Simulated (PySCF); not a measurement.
# A diatomic session: CdSi

An exercise on one series of results from a longer session: the logs are not shown, and one member is left open.

Computed with PySCF 2.14.0. Level: Cd x2c-TZVPPall, Si x2c-TZVPPall, spin-free X2C with a Gaussian nucleus.

The first run:

A driver script around PySCF takes these settings:

```
atoms                         : Cd, Si
charge                        : 0
basis                         : Cd x2c-TZVPPall, Si x2c-TZVPPall
Hamiltonian                   : spin-free X2C with a Gaussian nucleus
basis functions               : 121
electrons treated             : 62
masses in u                   : 113.9034, 27.9769
levels                        : PBE0, PBE, r²SCAN, MN15, TPSS, PW91, M06, CAM-B3LYP, HF, MP2, SCS-MP2
grid                          : 80 radial by 434 angular points
occupations                   : held fixed by the projection of orbital angular momentum
dissociation limit            : Cd + Si, each in its ground configuration
starting distance in angstrom : 2.515
values of 2S to try           : 0, 2
```

Launch:

```
$ OMP_NUM_THREADS=2 python dia.py task.json out
```

Among the steps run: Set-up; The PBE0 curve of the state that the search chose; Higher solutions at PBE0; PBE (GGA); r²SCAN (meta-GGA); MN15 (hybrid meta-GGA); TPSS; PW91 (GGA); M06; CAM-B3LYP; ROHF (mean field).

One of the session's tables, all rows but one given; the rest of the session is left out.

| level | Re (Å) | ωe (cm⁻¹) | De (eV) | μ (D) |
| --- | --- | --- | --- | --- |
| ROHF | 2.925 | 99.9 | 0.117 | -2.44 |
| ROHF-MP2 | 2.533 | 227.6 | 0.72 | n/a |
| ROHF-SCS-MP2 | 2.586 | 204.9 | 0.56 | n/a |
| PBE | 2.553 | 233.0 | 0.93 | -2.31 |
| PW91 | 2.549 | 233.4 | 0.94 | -2.25 |
| TPSS | 2.553 | 232.3 | 0.91 | -2.59 |
| r²SCAN | 2.531 | 240.6 | 0.95 | -2.53 |
| PBE0 | ? | ? | ? | ? |
| M06 | 2.586 | 216.2 | 0.74 | -1.70 |
| MN15 | 2.555 | 216.3 | 0.83 | -1.84 |
| CAM-B3LYP | 2.603 | 197.6 | 0.54 | -2.38 |

Estimate the missing values for PBE0.

The run gave: Re (Å): 2.564; ωe (cm⁻¹): 227.6; De (eV): 0.84; μ (D): -2.66. In the column «Re (Å)» it lies between MN15 (2.555) and ROHF-SCS-MP2 (2.586).

De is counted to Cd + Si in their ground configurations. A positive dipole means Cd(−)Si(+).

Time per point (s) on 2 threads of Intel Xeon 6975P-C, shared host (CPU time, shared integrals of 3.1 s apart; correlated levels include their reference); the times are rough: ROHF 2.1, ROHF-MP2 4.3, ROHF-SCS-MP2 4.3, PBE 2.6, PW91 1.8, TPSS 3.4, r²SCAN 3.5, PBE0 5.3, M06 4.9, MN15 5.4, CAM-B3LYP 12.

To keep in mind: Lowest PBE0 solution found, without spin–orbit coupling: ³Σ⁻ (triplet), unpaired electrons π ↑↑. Spin–orbit coupling is left out. Warnings in the runs' records: inverted.
